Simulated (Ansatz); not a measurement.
## CH5B, SMILES BC: the interaction energy of a dimer with the counterpoise correction, step by step

Computed with the Ansatz DFT code, driven from Python.

The cells in order, each with its output:

In [1]:
```python
import ansatz as az
```

In [2]:
```python
BASIS_SET = "def2-SVPD"
LEVEL = "mp2"
```

In [3]:
```python
FIRST = [
    ("B", (-0.2201, -0.9003, 0.0519)),
    ("C", (0.1732, 0.6622, -0.0269)),
    ("H", (0.3978, -1.6517, 0.5458)),
    ("H", (-1.2246, -1.183, -0.4325)),
    ("H", (0.3139, 1.0486, 0.9859)),
    ("H", (1.1346, 0.7616, -0.5813)),
    ("H", (-0.5745, 1.2624, -0.543)),
]
SECOND = [
    ("B", (-2.6498, 3.1582, 2.5373)),
    ("C", (-1.6481, 1.9053, 2.7081)),
    ("H", (-2.9197, 3.828, 3.3551)),
    ("H", (-3.0559, 3.3259, 1.4741)),
    ("H", (-0.6901, 2.2616, 3.0955)),
    ("H", (-2.0868, 1.1946, 3.4457)),
    ("H", (-1.4839, 1.3635, 1.778)),
]
```

In [4]:
```python
def energy(atoms, ghosts=()):
    molecule = az.Crystal.molecule()
    for symbol, xyz in atoms:
        molecule = molecule.atom(symbol, xyz)
    calc = (
        molecule.calculation()
        .basis(gaussian=BASIS_SET)
        .correlation(LEVEL)
    )
    deck = calc.input()
    if ghosts:
        deck = deck.set(az.key.basis.gaussian.ghost_atoms, [{"symbol": s, "position_ang": list(xyz)} for s, xyz in ghosts])
    return az.Session.from_dict(deck).plan().execute().report["free_energy_ev"]
```

In [5]:
```python
both = energy(FIRST + SECOND)
alone = energy(FIRST) + energy(SECOND)
ghosted = energy(FIRST, SECOND) + energy(SECOND, FIRST)
print(f"dimer {both:.6f} eV")
print(f"interaction, uncorrected   {(both - alone):8.3f} eV")
print(f"interaction, counterpoise  {(both - ghosted):8.3f} eV")
print(f"basis-set superposition    {(alone - ghosted):8.3f} eV")
```
```text
dimer -3571.866208 eV
interaction, uncorrected     -0.008 eV
interaction, counterpoise     0.058 eV
basis-set superposition       0.067 eV
```

Uncorrected it is -0.008 eV, with the counterpoise correction 0.058 eV; the difference, 0.066 eV, is the superposition error. The sign changes with the correction, so this basis doesn't settle it.

What to keep in mind:
- Total energies depend on the basis set; only differences at equal settings carry meaning.
- The dimer is a generated trial pose of unrelaxed monomers, not a minimum, so the figure is no binding energy, and the basis set is small.
- Hardware and time: 11 s on 1 thread of Arm Neoverse V1 (shared host), peak memory 0.4 GiB.
